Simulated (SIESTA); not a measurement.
The system is W3Se4S2, a slab with vacuum.

```
W Se S
1.0
     3.27518    0.00000    0.00000
    -1.63759    2.83639    0.00000
     0.00000    0.00000   30.26800
W Se S
3 4 2
Direct
  0.33333 0.66667 0.34697
  0.00000 0.00000 0.57834
  0.00000 0.00000 0.11564
  0.00000 0.00000 0.29081
  0.33333 0.66667 0.63452
  0.33333 0.66667 0.52214
  0.00000 0.00000 0.40313
  0.33333 0.66667 0.16667
  0.33333 0.66667 0.06462
```

| Item | Value |
| --- | --- |
| Program | SIESTA 5.4.2 |
| Task | single point |
| Functional | PBEsol |
| Potentials or basis | PseudoDojo 0.4 standard (PBEsol files) |
| Basis | DZP (energy shift 0.003 Ry; two zetas on semicore shells) |
| Grid cutoff | 800 Ry |
| Energy shift | 0.003 Ry |
| k mesh | 9 × 9 × 1 |
| Occupations | fermi-dirac, width 0.05 eV |
| Spin | no spin polarisation |

On this cell: largest force 0.415 eV/Å; band gap on the k mesh 0.70 eV, direct.

The same run follows on a disturbed copy (atoms moved at random, drawn with an rms of 0.05 Å):

```
W Se S
1.0
     3.27518    0.00000    0.00000
    -1.63759    2.83639    0.00000
     0.00000    0.00000   30.26800
W Se S
3 4 2
Direct
  0.32600 0.67514 0.34803
  0.00444 0.00423 0.57640
  0.99305 0.98725 0.11457
  0.98843 0.99999 0.29079
  0.32146 0.66865 0.63438
  0.32011 0.65091 0.52380
  0.98238 0.98057 0.40291
  0.34477 0.67190 0.16653
  0.33055 0.67907 0.06520
```

Problem. What does the disturbed cell give?

Solution. The energy moves by +33.4 meV/atom; largest force 2.809 eV/Å; band gap on the k mesh 0.65 eV, direct.

Forces in eV/Å, atoms in the order of the input:
```
W    0.132 -0.977 -1.148
W   -0.698 -0.735  2.620
W   -0.037  1.228  1.231
Se  -0.002  0.234  0.053
Se   0.408  0.060 -0.343
Se   0.287  0.672 -2.384
Se  -0.128  0.742  1.117
S   -0.282 -0.477 -0.270
S    0.318 -0.750 -0.882
```

Stress tensor (GPa, compression positive):
```
 0.17 -0.26 -0.50
-0.26 -0.40  0.13
-0.50  0.13  2.60
```

Caveats: short orbitals over semicore shells can move pressures by several GPa; spin-orbit coupling is left out, which moves the levels of the heavy elements; the basis of atomic orbitals isn't converged, which shifts pressures, moduli and gaps.

A k mesh can miss the band edges.
